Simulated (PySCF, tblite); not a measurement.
**C₄H₇FGeN₂: geometry, infrared bands and NMR shifts**

Wanted: the infrared bands and NMR shifts of C₄H₇FGeN₂ (`Cc1c[n]([GeH3])nc1F`), by calculation.

The runs use tblite 0.8.0 and PySCF 2.14.0, with density-fitted response routines of our own; the level of theory stands in each step. All values are computed, except where a source is named. Atoms are numbered from 0 throughout.

## (1) The molecule as given

15 atoms, charge 0, multiplicity 1; geometry from: force field or distance geometry start.

Bonds of the start (Å): C0–C1 1.48, C1–C2 1.41, C2–N3 1.34, N3–Ge4 1.87, N3–N5 1.33, N5–C6 1.36, C6–F7 1.34, C6–C1 1.38, C0–H8 1.09, C0–H9 1.13, C0–H10 1.10, C2–H11 1.10, Ge4–H12 1.53, Ge4–H13 1.55, Ge4–H14 1.58.

## (2) Optimising the geometry with GFN2-xTB

Job settings and geometry (Å):

```
{"job": {"kind": "relax", "xc": "GFN2-xTB", "basis": "xTB"}, "charge": 0, "multiplicity": 1}
C     -2.460300     0.262000     0.627900
C     -1.160300    -0.097200     0.020200
C      0.087400     0.359900     0.476800
N      1.003200    -0.186400    -0.328800
Ge     2.834400     0.116200    -0.125100
N      0.424100    -0.973500    -1.228200
C     -0.922500    -0.943400    -1.048900
F     -1.831100    -1.613900    -1.776400
H     -3.289200    -0.362200     0.286300
H     -2.742100     1.327400     0.364700
H     -2.293500     0.282200     1.713600
H      0.236700     1.051500     1.316400
H      3.635900    -1.186400    -0.149900
H      3.121900     0.958000     1.148800
H      3.350900     1.013700    -1.319200
```

On the command line:

```
$ OMP_NUM_THREADS=1 python probes_run.py task.json out
```

This one command runs all jobs of the session in turn.

**Question.** This job is followed by: GFN2-xTB harmonic vibrations, gas phase; GIAO PBE0/pcSseg-1 NMR shielding, non-relativistic, gas phase. What will the session give for the following? strongest single infrared mode (GFN2-xTB); zero-point energy (GFN2-xTB); ¹³C shifts against TMS (PBE0/pcSseg-1); ¹H shifts against TMS (PBE0/pcSseg-1, means over atoms taken as alike); ¹⁵N shifts against NH3 (PBE0/pcSseg-1); ⁷³Ge shifts against GeMe4 (PBE0/pcSseg-1); ¹⁹F shifts against CFCl3 (PBE0/pcSseg-1).

The runs gave:

| quantity | value |
| --- | --- |
| strongest single infrared mode (GFN2-xTB) | 2089 cm⁻¹, 367 km/mol |
| zero-point energy (GFN2-xTB) | 62.8 kcal/mol |
| ¹³C shifts against TMS (PBE0/pcSseg-1) | 175.3, 138.5, 106.6, 8.0 ppm |
| ¹H shifts against TMS (PBE0/pcSseg-1, means over atoms taken as alike) | 7.20, 4.97, 2.20 ppm |
| ¹⁵N shifts against NH3 (PBE0/pcSseg-1) | 317.3, 198.7 ppm |
| ⁷³Ge shifts against GeMe4 (PBE0/pcSseg-1) | -142 ppm |
| ¹⁹F shifts against CFCl3 (PBE0/pcSseg-1) | -145.7 ppm |

**Reading.** Relaxing lowered the energy by 0.566 eV in 49 steps; the close pair that moved most is Ge4–H14, from 1.581 to 1.490 Å. The lowest mode is imaginary (36i cm⁻¹), so the xTB geometry is not a minimum. The strongest single mode, at 2089 cm⁻¹, moves mainly H14. GFN2-xTB is a fitted tight-binding method: band positions and strengths are rough. Its intensities can rank the bands wrongly. At PBE0/pcSseg-1: The largest span, 407 ppm, is at N5, where the paramagnetic term is -379 ppm. NICS(1)zz of -27 ppm above the planar ring from C1 marks a diatropic (aromatic) ring current. Spin-orbit coupling is left out, which matters for shieldings and couplings at and beside the heavy atoms.
